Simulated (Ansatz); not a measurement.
CH2BFO2, SMILES FB1OCO1: vertical spin-state energies, run with Ansatz 0.2.0 through its Python package.

`spin.py`
```python
"""Gap between spin states of CH2BFO2 at one geometry."""

import logging
import sys

import ansatz as az
from ase import Atoms

logging.basicConfig(stream=sys.stdout, format="%(name)s: %(message)s")
logger = logging.getLogger("run")
logger.setLevel(logging.INFO)

atoms = Atoms(["F", "B", "O", "C", "O", "H", "H"], positions=[
    (-1.4419, -2.0689, 0.0091),
    (-0.8817, -0.749, 0.277),
    (-0.7461, 0.4656, -0.5937),
    (0.6285, 0.6369, -0.0911),
    (0.4797, -0.4178, 0.7865),
    (0.6682, 1.6195, 0.4309),
    (1.3545, 0.4457, -0.8644),
])
geometry = az.Crystal.molecule_from_ase(atoms)

setup = geometry.calculation().basis(gaussian="def2-SVP").functional("hf")
found = {}
for unpaired in [0, 2, 4]:
    r = setup.spin("collinear", total=unpaired).run(threads=1).report
    s = unpaired / 2
    found[unpaired] = r["free_energy_ev"]
    logger.info(f"2S+1 = {unpaired + 1}: E = {found[unpaired]:.5f} eV, <S^2> = {abs(r['mean_field']['state']['spin_squared']):.3f} (pure state {s * (s + 1):.2f})")
lowest = min(found, key=found.get)
for unpaired, e in found.items():
    logger.info(f"multiplicity {unpaired + 1}: {96.485332 * (e - found[lowest]):.1f} kJ/mol above the lowest")
```

Which spin state is lowest at this geometry, and how far above lie the others?

In order: multiplicity 1 (+0.00 eV), multiplicity 3 (+4.46 eV) and multiplicity 5 (+11.72 eV), all at the one geometry.

What the script printed:

Output of `python spin.py`:
```text
run: 2S+1 = 1: E = -8508.54615 eV, <S^2> = 0.000 (pure state 0.00)
run: 2S+1 = 3: E = -8504.08832 eV, <S^2> = 2.010 (pure state 2.00)
run: 2S+1 = 5: E = -8496.82324 eV, <S^2> = 6.019 (pure state 6.00)
run: multiplicity 1: 0.0 kJ/mol above the lowest
run: multiplicity 3: 430.1 kJ/mol above the lowest
run: multiplicity 5: 1131.1 kJ/mol above the lowest
```

Total energies depend on the basis set; only differences at equal settings carry meaning. The geometry is a force-field or estimated start, not a minimum of this method, and the basis set is short of its limit. All parts are taken at fixed geometry, without zero-point energy. Hartree-Fock leaves correlation out, so it favours high-spin states too much. Finished in 13 s on 1 thread of Intel(R) Xeon(R) Processor @ 2.30GHz, with other jobs on the host, peak memory 0.3 GiB.
